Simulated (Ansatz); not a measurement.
# Cu: the cost of one run

Program: Ansatz 0.2.0. Level of theory: DFT LDA, scalar-relativistic, plane waves, PAW. These are calculated values, not measurements.

## 1. The system as given

It takes space group Fm-3m (No. 225, cubic). The conventional cell has a = 3.600 Å, b = 3.600 Å, c = 3.600 Å, α = 90.00°, β = 90.00°, γ = 90.00°. Cu (site symmetry m-3m) is surrounded by 12 Cu at 2.55 Å.

Coordinates:

```xyz
2
Lattice="2.5456 0.0000 0.0000 0.0000 2.5456 0.0000 0.0000 0.0000 3.6000" Properties=species:S:1:pos:R:3 pbc="T T T"
Cu    0.0000    0.0000    0.0000
Cu    1.2728    1.2728    1.8000
```

## 2. Relaxing cell and atoms: Cu, no spin

File input.yaml:

```yaml
crystal:
  lattice:
    - [2.5455844123, 0.0, 0.0]
    - [0.0, 2.5455844123, 0.0]
    - [0.0, 0.0, 3.6]
  atoms:
    - { symbol: Cu, position: [0.0, 0.0, 0.0] }
    - { symbol: Cu, position: [0.5, 0.5, 0.5] }
scf:
  occupations: { method: methfessel_paxton, width: 0.1 }
output:
  forces: true
  stress: true
  eigenvalues: true
hamiltonian:
  xc: lda
kpoints:
  mp_grid: { grid: [16, 16, 12] }
relax:
  f_tol: 0.005
  cell: { stress_tol: 0.02 }
```

Run with:

```
$ ansatz run input.yaml --threads 4 --pin off --max-ram 14336MiB --backend cpu --events-out ev --progress --plain --runs-dir out
```

Q: Estimate wall time and peak memory on 4 threads of Intel Xeon 6975P-C (Granite Rapids), shared host.

About 12 s, with a peak of 0.48 GiB.
